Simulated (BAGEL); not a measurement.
# HF/STO-3G (density fitting with cc-pvqz-jkfit) run of C2H7AlO (SMILES C[CH2][AlH][OH])

What is the energy change on altering one bond length of C2H7AlO at HF/STO-3G (density fitting with cc-pvqz-jkfit)? 

Program for the calculation: BAGEL 1.2.2.

4 further runs of the same task are left out: 1 that didn't finish, 3 set aside as unsound or not needed.

## (1) The molecule

C2H7AlO has 11 atoms, charge 0, and is taken as a singlet. SMILES: `C[CH2][AlH][OH]`. The coordinates come from a PBE0-D4/def2-TZVP relaxation. This is one conformer, not always the lowest.

Bond lengths: C1–C2 1.529 Å, C2–Al3 1.957 Å, Al3–O4 1.701 Å, C1–H5 1.094 Å, C1–H6 1.094 Å, C1–H7 1.094 Å, C2–H8 1.098 Å, C2–H9 1.098 Å, Al3–H10 1.582 Å, O4–H11 0.956 Å. Some angles: C1–C2–Al3 116.3°, C2–Al3–O4 121.1°, C1–C2–H8 110.2°, C1–C2–H9 110.2°, Al3–C2–H8 107.6°, Al3–C2–H9 107.6°, C2–C1–H5 111.7°, C2–C1–H6 112.3°, C2–C1–H7 111.7°, C2–Al3–H10 123.9°.

## (2) The energy at HF/STO-3G (density fitting with cc-pvqz-jkfit)

Contents of calc.json:

```json
{ "bagel": [

{
  "title": "molecule",
  "basis": "sto-3g",
  "df_basis": "cc-pvqz-jkfit",
  "angstrom": true,
  "geometry": [
    { "atom": "C", "xyz": [   -1.111600,    0.829400,    0.106400 ] },
    { "atom": "C", "xyz": [    0.175900,    0.388000,    0.802000 ] },
    { "atom": "Al", "xyz": [    1.254500,   -0.947900,   -0.137800 ] },
    { "atom": "O", "xyz": [    0.762600,   -1.576800,   -1.639300 ] },
    { "atom": "H", "xyz": [   -1.791000,   -0.011900,   -0.058700 ] },
    { "atom": "H", "xyz": [   -1.662600,    1.575000,    0.687600 ] },
    { "atom": "H", "xyz": [   -0.910600,    1.273300,   -0.872900 ] },
    { "atom": "H", "xyz": [   -0.049300,   -0.010000,    1.800700 ] },
    { "atom": "H", "xyz": [    0.818800,    1.256800,    0.997900 ] },
    { "atom": "H", "xyz": [    2.622300,   -1.522700,    0.412400 ] },
    { "atom": "H", "xyz": [   -0.043800,   -1.310100,   -2.077800 ] }
  ]
},
{
  "title": "hf"
},
{
  "title": "print",
  "file": "orbitals.molden",
  "orbitals": true
}

]}
```

Command:

```console
BAGEL_NUM_THREADS=1 BAGEL calc.json > calc.out
```

Log:

```text
* using 1 threads per process

  ===============================================================
  ===============================================================

  *** Geometry ***

  { "atom" : "C", "xyz" : [     -2.100620,      1.567339,      0.201067 ] },
  { "atom" : "C", "xyz" : [      0.332403,      0.733214,      1.515560 ] },
  { "atom" : "Al", "xyz" : [      2.370661,     -1.791271,     -0.260404 ] },
  { "atom" : "O", "xyz" : [      1.441105,     -2.979720,     -3.097828 ] },
  { "atom" : "H", "xyz" : [     -3.384499,     -0.022488,     -0.110927 ] },
  { "atom" : "H", "xyz" : [     -3.141859,      2.976319,      1.299376 ] },
  { "atom" : "H", "xyz" : [     -1.720785,      2.406188,     -1.649542 ] },
  { "atom" : "H", "xyz" : [     -0.093163,     -0.018897,      3.402830 ] },
  { "atom" : "H", "xyz" : [      1.547308,      2.375008,      1.885758 ] },
  { "atom" : "H", "xyz" : [      4.955429,     -2.877486,      0.779323 ] },
  { "atom" : "H", "xyz" : [     -0.082770,     -2.475730,     -3.926473 ] },

  Number of auxiliary basis functions:      823

  Since a DF basis is specified, we compute 2- and 3-index integrals:
    o Being stored without compression. Storage requirement is 0.006 GB

  Number of basis functions:       31
  Number of electrons      :       40

    * METHOD: MOLECULE                             0.46

  *** RHF ***

  === Nuclear Repulsion ===
   154.6978061341

      * DIIS with orbital gradients will be used.

  === RHF iteration (sto-3g) ===
      0       -391.69689456          0.01564176           0.03
      1       -391.77623966          0.00462088           0.03
      2       -391.78275254          0.00091724           0.03
      3       -391.78316635          0.00009154           0.03
      4       -391.78316961          0.00002561           0.03
      5       -391.78317004          0.00000658           0.03
      6       -391.78317007          0.00000152           0.03
      7       -391.78317007          0.00000032           0.03
      8       -391.78317007          0.00000009           0.03
      9       -391.78317007          0.00000003           0.03
     10       -391.78317007          0.00000001           0.03
    * SCF iteration converged.

    * Permanent dipole moment:
           (    0.210928,    -0.243325,    -0.159371) a.u.

    * METHOD: HF                                   0.38

    * METHOD: PRINT                                0.00

  ===============================================================
```

It took 1.1 s on 1 thread of Intel Xeon 6975P-C (Granite Rapids), shared host; peak memory 0.082 GiB.

## (3) The distorted shape at the same level

Contents of job.json:

```json
{ "bagel" : [

{
  "title" : "molecule",
  "basis" : "sto-3g",
  "df_basis" : "cc-pvqz-jkfit",
  "angstrom" : true,
  "geometry" : [
    { "atom" : "C", "xyz" : [   -1.497879,    0.961830,   -0.102296 ] },
    { "atom" : "C", "xyz" : [    0.175900,    0.388000,    0.802000 ] },
    { "atom" : "Al", "xyz" : [    1.254500,   -0.947900,   -0.137800 ] },
    { "atom" : "O", "xyz" : [    0.762600,   -1.576800,   -1.639300 ] },
    { "atom" : "H", "xyz" : [   -2.177279,    0.120530,   -0.267396 ] },
    { "atom" : "H", "xyz" : [   -2.048879,    1.707430,    0.478904 ] },
    { "atom" : "H", "xyz" : [   -1.296879,    1.405730,   -1.081596 ] },
    { "atom" : "H", "xyz" : [   -0.049300,   -0.010000,    1.800700 ] },
    { "atom" : "H", "xyz" : [    0.818800,    1.256800,    0.997900 ] },
    { "atom" : "H", "xyz" : [    2.622300,   -1.522700,    0.412400 ] },
    { "atom" : "H", "xyz" : [   -0.043800,   -1.310100,   -2.077800 ] }
  ]
},
{ "title" : "hf" },
{ "title" : "print", "file" : "orbitals.molden", "orbitals" : true }

]}
```

Command:

```console
BAGEL_NUM_THREADS=1 BAGEL job.json > job.out
```

Log:

```text
* using 1 threads per process

  ===============================================================
  ===============================================================

  *** Geometry ***

  { "atom" : "C", "xyz" : [     -2.830581,      1.817595,     -0.193311 ] },
  { "atom" : "C", "xyz" : [      0.332403,      0.733214,      1.515560 ] },
  { "atom" : "Al", "xyz" : [      2.370661,     -1.791271,     -0.260404 ] },
  { "atom" : "O", "xyz" : [      1.441105,     -2.979720,     -3.097828 ] },
  { "atom" : "H", "xyz" : [     -4.114461,      0.227769,     -0.505305 ] },
  { "atom" : "H", "xyz" : [     -3.871820,      3.226575,      0.904997 ] },
  { "atom" : "H", "xyz" : [     -2.450746,      2.656445,     -2.043920 ] },
  { "atom" : "H", "xyz" : [     -0.093163,     -0.018897,      3.402830 ] },
  { "atom" : "H", "xyz" : [      1.547308,      2.375008,      1.885758 ] },
  { "atom" : "H", "xyz" : [      4.955429,     -2.877486,      0.779323 ] },
  { "atom" : "H", "xyz" : [     -0.082770,     -2.475730,     -3.926473 ] },

  Number of auxiliary basis functions:      823

  Since a DF basis is specified, we compute 2- and 3-index integrals:
    o Being stored without compression. Storage requirement is 0.006 GB

  Number of basis functions:       31
  Number of electrons      :       40

    * METHOD: MOLECULE                             0.46

  *** RHF ***

  === Nuclear Repulsion ===
   147.5063373874

      * DIIS with orbital gradients will be used.

  === RHF iteration (sto-3g) ===
      0       -391.60953956          0.01606753           0.03
      1       -391.69123196          0.00474173           0.03
      2       -391.69806019          0.00107274           0.03
      3       -391.69858292          0.00018792           0.03
      4       -391.69859438          0.00005514           0.03
      5       -391.69859632          0.00001229           0.03
      6       -391.69859641          0.00000230           0.03
      7       -391.69859642          0.00000051           0.03
      8       -391.69859642          0.00000014           0.03
      9       -391.69859642          0.00000005           0.03
     10       -391.69859642          0.00000002           0.03
     11       -391.69859642          0.00000001           0.03
    * SCF iteration converged.

    * Permanent dipole moment:
           (    0.109497,    -0.207705,    -0.212735) a.u.

    * METHOD: HF                                   0.39

    * METHOD: PRINT                                0.00

  ===============================================================
```

Wall time 1.1 s (1 thread of Intel Xeon 6975P-C (Granite Rapids), shared host); peak memory 0.082 GiB.

## (4) Results

Level: HF/STO-3G (density fitting with cc-pvqz-jkfit).

```
                                                         quantity          value
                                        first shape: total energy  -391.78317 Eh
                                       first shape: dipole moment         0.91 D
                                         first shape: HOMO energy       -8.08 eV
                                         first shape: LUMO energy        9.58 eV
                                       first shape: HOMO–LUMO gap       17.66 eV
                                    distorted shape: total energy  -391.69860 Eh
                                   distorted shape: dipole moment         0.81 D
                                     distorted shape: HOMO energy       -8.11 eV
                                     distorted shape: LUMO energy        9.52 eV
                                   distorted shape: HOMO–LUMO gap       17.63 eV
energy change with the C1–C2 bond stretched from 1.529 to 1.987 Å       2.301 eV
```

**Reading.** With the C1–C2 bond stretched from 1.529 to 1.987 Å the energy rises by 2.30 eV (222 kJ/mol). The first shape isn't relaxed at this level, so the change isn't measured from a minimum. The minimal basis adds a large error of its own.
